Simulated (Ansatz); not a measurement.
# C8H8O (4-vinylphenol): levels of theory compared

We compute a comparison of 3 runs (HF/def2-SVP, PBE0/6-311G**, PBE/6-311+G**) of C8H8O (4-vinylphenol). 

The calculation is run with Ansatz 0.2.0.

2 further runs of the same task are left out: 1 that didn't finish, 1 set aside as unsound or not needed. Runs told in other sessions of the task aren't counted.

## 1. The structure to begin with

C8H8O: 17 atoms, total charge 0, spin state singlet. SMILES: `Oc1ccc(C=C)cc1`. Geometry: relaxed at PBE0-D4/def2-TZVP. This is one conformer, not always the lowest.

Some bond lengths: O1–C2 1.355 Å, C2–C3 1.392 Å, C3–C4 1.381 Å, C4–C5 1.396 Å, C5–C6 1.461 Å, C6–C7 1.331 Å, C5–C8 1.396 Å, C2–C9 1.388 Å, C8–C9 1.382 Å, O1–H10 0.961 Å, C3–H11 1.086 Å, C4–H12 1.084 Å, C6–H13 1.088 Å, C7–H14 1.084 Å, C7–H15 1.083 Å, C8–H16 1.085 Å. Some angles: O1–C2–C3 122.5°, O1–C2–C9 117.9°, C3–C2–C9 119.6°, C2–C3–C4 120.2°, C3–C4–C5 121.3°, C4–C5–C6 123.3°, C4–C5–C8 117.4°, C6–C5–C8 119.3°, C5–C6–C7 127.6°, C5–C8–C9 122.0°.

## 2. Energy and gradient at HF/def2-SVP (run 1)

run.yaml reads:

```yaml
crystal:
  periodic: [false, false, false]
  atoms:
    - {symbol: O, position_ang: [2.804890, -0.793520, 1.888500]}
    - {symbol: C, position_ang: [1.685650, -0.477460, 1.193700]}
    - {symbol: C, position_ang: [1.650930, -0.452120, -0.197940]}
    - {symbol: C, position_ang: [0.483310, -0.123120, -0.857410]}
    - {symbol: C, position_ang: [-0.682120, 0.189730, -0.156160]}
    - {symbol: C, position_ang: [-1.940340, 0.543240, -0.808620]}
    - {symbol: C, position_ang: [-2.182260, 0.624140, -2.114990]}
    - {symbol: C, position_ang: [-0.621420, 0.157410, 1.238140]}
    - {symbol: C, position_ang: [0.539340, -0.169810, 1.913030]}
    - {symbol: H, position_ang: [3.518460, -0.983320, 1.273120]}
    - {symbol: H, position_ang: [2.545830, -0.692150, -0.765140]}
    - {symbol: H, position_ang: [0.482320, -0.110540, -1.941030]}
    - {symbol: H, position_ang: [-2.757200, 0.760770, -0.123600]}
    - {symbol: H, position_ang: [-1.424410, 0.423120, -2.864100]}
    - {symbol: H, position_ang: [-3.163630, 0.898570, -2.480830]}
    - {symbol: H, position_ang: [-1.513500, 0.396650, 1.807940]}
    - {symbol: H, position_ang: [0.574140, -0.191570, 2.995380]}
basis:
  gaussian:
    orbitals: def2-SVP
hamiltonian:
  xc: hf
accuracy: high
output:
  forces: true
  orbitals: {seedname: orbitals}
```

Started as:

```
ansatz run run.yaml --threads 1 --pin off --max-ram 3480MiB --events-out events.jsonl --progress --plain --runs-dir runs
```

Log:

```text
Warning: RAYON_NUM_THREADS=1 ignored (pool sized by the plan → 1); use --threads N
[... 12 lines left out ...]
Total energy: -10399.15896031 eV, -382.1620429885 hartree
[... 17 lines left out ...]
Dipole moment:     0.161689    -0.042048    -0.230205 e Å
```

Wall time 26 s (1 thread of Arm Neoverse V2, shared host); peak memory 0.9 GiB.

## 3. Energy and gradient at PBE0/6-311G(d,p) (run 2)

job.yaml reads:

```yaml
crystal:
  periodic: [false, false, false]
  atoms:
    - symbol: O
      position_ang: [2.804890, -0.793520, 1.888500]
    - symbol: C
      position_ang: [1.685650, -0.477460, 1.193700]
    - symbol: C
      position_ang: [1.650930, -0.452120, -0.197940]
    - symbol: C
      position_ang: [0.483310, -0.123120, -0.857410]
    - symbol: C
      position_ang: [-0.682120, 0.189730, -0.156160]
    - symbol: C
      position_ang: [-1.940340, 0.543240, -0.808620]
    - symbol: C
      position_ang: [-2.182260, 0.624140, -2.114990]
    - symbol: C
      position_ang: [-0.621420, 0.157410, 1.238140]
    - symbol: C
      position_ang: [0.539340, -0.169810, 1.913030]
    - symbol: H
      position_ang: [3.518460, -0.983320, 1.273120]
    - symbol: H
      position_ang: [2.545830, -0.692150, -0.765140]
    - symbol: H
      position_ang: [0.482320, -0.110540, -1.941030]
    - symbol: H
      position_ang: [-2.757200, 0.760770, -0.123600]
    - symbol: H
      position_ang: [-1.424410, 0.423120, -2.864100]
    - symbol: H
      position_ang: [-3.163630, 0.898570, -2.480830]
    - symbol: H
      position_ang: [-1.513500, 0.396650, 1.807940]
    - symbol: H
      position_ang: [0.574140, -0.191570, 2.995380]
basis:
  gaussian:
    orbitals: 6-311G_st__st_.json
magnetization:
  spin_polarized: false
hamiltonian:
  xc: {name: PBE0}
accuracy: high
output: {forces: true, orbitals: {seedname: orbitals}}
```

The basis set 6-311G** is read from a file made from the Basis Set Exchange's data (not shown).

Started as:

```
ansatz run job.yaml --threads 1 --pin off --max-ram 3480MiB --events-out events.jsonl --progress --plain --runs-dir runs
```

Log:

```text
Warning: RAYON_NUM_THREADS=1 ignored (pool sized by the plan → 1); use --threads N
[... 16 lines left out ...]
Total energy: -10463.01884797 eV, -384.5088505740 hartree
[... 17 lines left out ...]
Dipole moment:     0.226911    -0.060643    -0.172885 e Å
```

Wall time 59 s (1 thread of Arm Neoverse V2, shared host); peak memory 1.3 GiB.

## 4. Energy and gradient at PBE/6-311+G(d,p) (run 3)

input.yaml reads:

```yaml
crystal:
  periodic: [false, false, false]
  atoms:
    - {symbol: O, position_ang: [2.804890, -0.793520, 1.888500]}
    - {symbol: C, position_ang: [1.685650, -0.477460, 1.193700]}
    - {symbol: C, position_ang: [1.650930, -0.452120, -0.197940]}
    - {symbol: C, position_ang: [0.483310, -0.123120, -0.857410]}
    - {symbol: C, position_ang: [-0.682120, 0.189730, -0.156160]}
    - {symbol: C, position_ang: [-1.940340, 0.543240, -0.808620]}
    - {symbol: C, position_ang: [-2.182260, 0.624140, -2.114990]}
    - {symbol: C, position_ang: [-0.621420, 0.157410, 1.238140]}
    - {symbol: C, position_ang: [0.539340, -0.169810, 1.913030]}
    - {symbol: H, position_ang: [3.518460, -0.983320, 1.273120]}
    - {symbol: H, position_ang: [2.545830, -0.692150, -0.765140]}
    - {symbol: H, position_ang: [0.482320, -0.110540, -1.941030]}
    - {symbol: H, position_ang: [-2.757200, 0.760770, -0.123600]}
    - {symbol: H, position_ang: [-1.424410, 0.423120, -2.864100]}
    - {symbol: H, position_ang: [-3.163630, 0.898570, -2.480830]}
    - {symbol: H, position_ang: [-1.513500, 0.396650, 1.807940]}
    - {symbol: H, position_ang: [0.574140, -0.191570, 2.995380]}
basis:
  gaussian:
    orbitals: 6-311+G_st__st_.json
total_charge: 0
hamiltonian:
  xc: {name: PBE}
accuracy: high
output: {forces: true, orbitals: {seedname: orbitals}}
```

The basis set 6-311+G** is read from a file made from the Basis Set Exchange's data (not shown).

Started as:

```
ansatz run input.yaml --threads 1 --pin off --max-ram 3480MiB --events-out events.jsonl --progress --plain --runs-dir runs
```

Log:

```text
Warning: RAYON_NUM_THREADS=1 ignored (pool sized by the plan → 1); use --threads N
[... 15 lines left out ...]
Total energy: -10462.42680553 eV, -384.4870934157 hartree
[... 17 lines left out ...]
Dipole moment:     0.231613    -0.062011    -0.165424 e Å
```

Run time: 69 s. Hardware: 1 thread of Arm Neoverse V2, shared host; peak memory 1.7 GiB.

## 5. The series

| run | level | energy (Eh) | dipole moment (D) | HOMO energy (eV) | LUMO energy (eV) | wall time |
| --- | --- | --- | --- | --- | --- | --- |
| 1 | HF/def2-SVP | -382.162043 | 1.37 | -7.94 | 2.89 | 26 s |
| 2 | PBE0/6-311G** | -384.508851 | 1.40 | -6.03 | -0.71 | 59 s |
| 3 | PBE/6-311+G** | -384.487093 | 1.40 | -5.22 | -1.76 | 69 s |

## 6. Outcome

| quantity | value |
| --- | --- |
| run 3: total energy | -384.48709 Eh |
| run 3: dipole moment | 1.40 D |
| run 3: HOMO energy | -5.22 eV |
| run 3: LUMO energy | -1.76 eV |
| run 3: HOMO–LUMO gap | 3.46 eV |
| run 3: largest force on an atom | 0.761 eV/Å |

**Reading.** The dipole moment (its size) runs from 1.37 D (HF/def2-SVP) to 1.40 D (PBE0/6-311G**). The two ends differ in method and basis. The HOMO–LUMO gap runs from 3.46 eV (PBE/6-311+G**) to 10.83 eV (HF/def2-SVP). Totals of different functionals can't be ranked against each other. All runs together took 2.6 min, the longest 69 s.
